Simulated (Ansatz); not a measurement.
# La2NiO4: the cost of one run

Method: DFT r2SCAN, scalar-relativistic, plane waves, PAW, in Ansatz 0.2.0.

## 1. The structure to begin with

Symmetry: I4/mmm, No. 139, tetragonal system. Conventional cell: a = 3.876 Å, b = 3.876 Å, c = 12.683 Å, α = 90.00°, β = 90.00°, γ = 90.00°. Around La (site symmetry 4mm) lie 5 O at 2.32 to 2.61 Å. Ni (site symmetry 4/mmm) is surrounded by 6 O at 1.94 to 2.28 Å. Around O (site symmetry mmm) lie 2 Ni at 1.94 Å and 4 La at 2.61 Å. O (site symmetry 4mm) has 1 Ni at 2.28 Å and 1 La at 2.32 Å as nearest neighbours.

Coordinates:

```
CELL_PARAMETERS angstrom
0.00000 -3.87600 0.00000
3.87600 0.00000 0.00000
-1.93800 1.93800 6.34150
ATOMIC_POSITIONS crystal
La 0.36250 0.36250 0.72500
La 0.63750 0.63750 0.27500
Ni 0.00000 0.00000 0.00000
O 0.50000 0.00000 0.00000
O 0.00000 0.50000 0.00000
O 0.17970 0.17970 0.35940
O 0.82030 0.82030 0.64060
```

The structure comes from the Crystallography Open Database.

## 2. The base run

Contents of input.yaml:

```yaml
crystal:
  lattice:
    - [0.0, -3.876, 0.0]
    - [3.876, 0.0, 0.0]
    - [-1.938, 1.938, 6.3415]
  atoms:
    - { symbol: La, position: [0.3625, 0.3625, 0.725] }
    - { symbol: La, position: [0.6375, 0.6375, 0.275] }
    - { symbol: Ni, position: [0.0, 0.0, 0.0], spin: 2.0 }
    - { symbol: O, position: [0.5, 0.0, 0.0] }
    - { symbol: O, position: [0.0, 0.5, 0.0] }
    - { symbol: O, position: [0.1797, 0.1797, 0.3594] }
    - { symbol: O, position: [0.8203, 0.8203, 0.6406] }
magnetization:
  spin_polarized: true
basis:
  ecutwfc: 500
  fft_grid_basis: typed
kpoints:
  mp_grid: { grid: [8, 8, 8] }
hamiltonian:
  xc: r2scan
  pseudopotentials: { kind: paw }
scf:
  occupations: { method: gaussian, width: 0.05 }
output:
  forces: true
  stress: true
  eigenvalues: true
  bader: true
  write_density: true
  volumetric_format: npy
  populations: true
  elf: true
```

On the command line:

```bash
$ ansatz run input.yaml --threads 2 --pin off --max-ram 4096MiB --backend cpu --events-out ev --progress --plain --runs-dir out
```

Q: Estimate wall time and peak memory on 2 threads of Arm Neoverse N1, shared host.

About 2.7 min, with a peak of 0.87 GiB.
